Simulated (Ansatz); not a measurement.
# C2H6BFS: one species, many methods

Aim: compute C2H6BFS with functionals from several rungs and with coupled cluster. The yardstick is the atomisation energy at the CCSD(T) limit.

Program: Ansatz 0.2.0, Gaussian basis. Level of theory: functionals in def2-TZVPP, the program's frozen cores in correlated methods. These are calculated values, not measurements.

Levels to be run: PBE-D4, r2SCAN-D4, PBE0-D4, B3LYP-D4, ωB97X-V, ωB97M-V, B2PLYP; CCSD(T)/def2-TZVPP; MP2/def2-QZVPP; extrapolation to the limit.

**1. The geometry**

An earlier PBE0-D4 in a triple-zeta def2 set relaxation fixed the geometry.

SMILES `CBC(F)S`, 11 atoms, charge 0, spin multiplicity 1.

Atoms are counted from 1 here; the program's logs count them from 0.

Bond lengths: C1–B2 1.571 Å, C1–H6 1.092 Å, C1–H7 1.092 Å, C1–H8 1.097 Å, B2–C3 1.551 Å, B2–H9 1.199 Å, C3–F4 1.358 Å, C3–S5 1.881 Å, C3–H10 1.088 Å, S5–H11 1.342 Å. Angles: B2–C1–H6 112.5°, B2–C1–H7 114.2°, B2–C1–H8 107.6°, H6–C1–H7 108.8°, H6–C1–H8 106.6°, H7–C1–H8 106.8°, C1–B2–C3 121.4°, C1–B2–H9 122.3°, C3–B2–H9 115.5°, B2–C3–F4 120.9°, B2–C3–S5 78.0°, B2–C3–H10 123.3°, F4–C3–S5 109.6°, F4–C3–H10 109.7°, S5–C3–H10 108.6°, C3–S5–H11 96.1°.

**2. PBE-D4 (GGA)**

Contents of in.yaml:

```yaml
crystal:
  periodic: [false, false, false]
  atoms:
    - {symbol: C, position_ang: [-1.176827, 0.674660, -0.758864]}
    - {symbol: B, position_ang: [0.116808, -0.185187, -0.523000]}
    - {symbol: C, position_ang: [1.092667, 0.126715, 0.640946]}
    - {symbol: F, position_ang: [0.961036, 1.260533, 1.377082]}
    - {symbol: S, position_ang: [0.024098, -1.234310, 1.379081]}
    - {symbol: H, position_ang: [-2.012882, 0.079499, -1.131665]}
    - {symbol: H, position_ang: [-1.508063, 1.234712, 0.118709]}
    - {symbol: H, position_ang: [-0.946820, 1.412970, -1.537172]}
    - {symbol: H, position_ang: [0.508448, -0.986983, -1.323091]}
    - {symbol: H, position_ang: [2.129862, -0.200901, 0.654347]}
    - {symbol: H, position_ang: [0.876974, -2.238810, 1.124330]}
basis:
  gaussian: {orbitals: def2-TZVPP}
hamiltonian: {xc: pbe, dispersion: d4}
output: {forces: true, orbitals: {seedname: orbitals}}
```

Command:

```bash
> ansatz run in.yaml --threads 4 --pin off --events-out ev --progress --plain --max-ram 10444MiB
```

After this run come: r2SCAN-D4 (meta-GGA); PBE0-D4 (hybrid); B3LYP-D4 (hybrid); ωB97X-V (range-separated); ωB97M-V (range-separated); B2PLYP (double hybrid); CCSD(T) in def2-TZVPP; MP2 in def2-QZVPP.

Q: Predict the results of all the runs planned. Wanted: atomisation energy, CCSD(T)/CBS; farthest; mean size of error, hybrid; mean size of error, range-separated; gap, smallest and largest; T1 diagnostic; triples share of the correlation energy.

The runs gave:

| quantity | value |
| --- | --- |
| atomisation energy, CCSD(T)/CBS | 41.583 eV |
| functionals within 0.208 eV (0.5 %) | B3LYP-D4 |
| farthest | PBE-D4 (+1.258 eV) |
| mean size of error, hybrid | 0.319 eV |
| mean size of error, range-separated | 0.315 eV |
| gap, smallest and largest | 5.29 eV (PBE-D4), 12.00 eV (ωB97X-V) |
| T1 diagnostic | 0.0121 |
| triples share of the correlation energy | 3.9 % |

PBE-D4 is off by +1.258 eV. Double hybrids carry the basis error of their MP2 part in triple zeta, and no dispersion term here, so their miss is partly the set-up's. Misses under about 0.208 eV are within the doubt on the reference itself, which lacks core-valence correlation, relativity and higher excitations. Hartree-Fock recovers 74 % of the binding; the rest is correlation. Orbital gaps span 5.3 to 12.0 eV; exact exchange widens them.
